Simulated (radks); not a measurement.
# Cd³⁺ in [Ar] 3d10 4p6 4d9 4f2: an all-electron calculation

The task here is to estimate one member of a computed series from the others.

The numbers are computed with radks (a radial shooting solver on a logarithmic mesh, Libxc functionals) version 1 (Dirac Kohn-Sham, revPBE, spin-unpolarised, spherical densities, finite nucleus; open shells fill j = l - 1/2 first), except any that are marked as measured or tabulated.

## The system

```
element            : cadmium (Z = 48)
charge             : +3
electrons          : 45
configuration      : [Ar] 3d10 4p6 4d9 4f2
nuclear rms radius : 4.6087 fm
```

Set-up of the first run:

Settings of this run:

```text
Z 48
configuration [Ar] 3d10 4p6 4d9 4f2 4s0 5p0
relativity Dirac
functional pbe_r,pbe
spin unpolarised
j_filling energy
nucleus finite rms 4.6087 fm
c 137.035999084
```

One of the session's tables, all rows but one given; the rest of the session is left out.

It belongs to the step «Radial structure». From the orbitals of this run (lengths in bohr):

| level | <r> | outermost maximum (interpolated) | 90 % within | nodes |
| --- | --- | --- | --- | --- |
| 1s1/2 | 0.03039 | 0.0197 | 0.0546 | 0 |
| 2s1/2 | 0.1312 | 0.111 | 0.203 | 1 |
| 2p1/2 | 0.1112 | 0.0860 | 0.182 | 0 |
| 2p3/2 | 0.1164 | 0.0903 | 0.189 | 0 |
| 3s1/2 | 0.3577 | 0.324 | 0.527 | 2 |
| 3p1/2 | 0.3490 | 0.310 | 0.526 | 1 |
| 3p3/2 | 0.3599 | 0.320 | 0.541 | 1 |
| 3d3/2 | 0.3320 | 0.264 | 0.525 | 0 |
| 3d5/2 | 0.3355 | 0.267 | 0.529 | 0 |
| 4s1/2 | 0.8617 | 0.789 | 1.24 | 3 |
| 4p1/2 | 0.9101 | 0.818 | 1.33 | 2 |
| 4p3/2 | ? | ? | ? | ? |
| 4d3/2 | 1.102 | 0.930 | 1.68 | 1 |
| 4d5/2 | 1.112 | 0.938 | 1.69 | 1 |
| 5p1/2 | 2.398 | 2.14 | 3.47 | 3 |
| 5p3/2 | 2.462 | 2.20 | 3.55 | 3 |
| 4f5/2 | 2.937 | 2.44 | 4.78 | 0 |
| 4f7/2 | 2.943 | 2.45 | 4.79 | 0 |

Q: Estimate the row for 4p3/2 from the others.

As computed: <r>: 0.9367; outermost maximum (interpolated): 0.842; 90 % within: 1.37; nodes: 2. In the column «<r>» it lies between 4p1/2 (0.9101) and 4d3/2 (1.102).
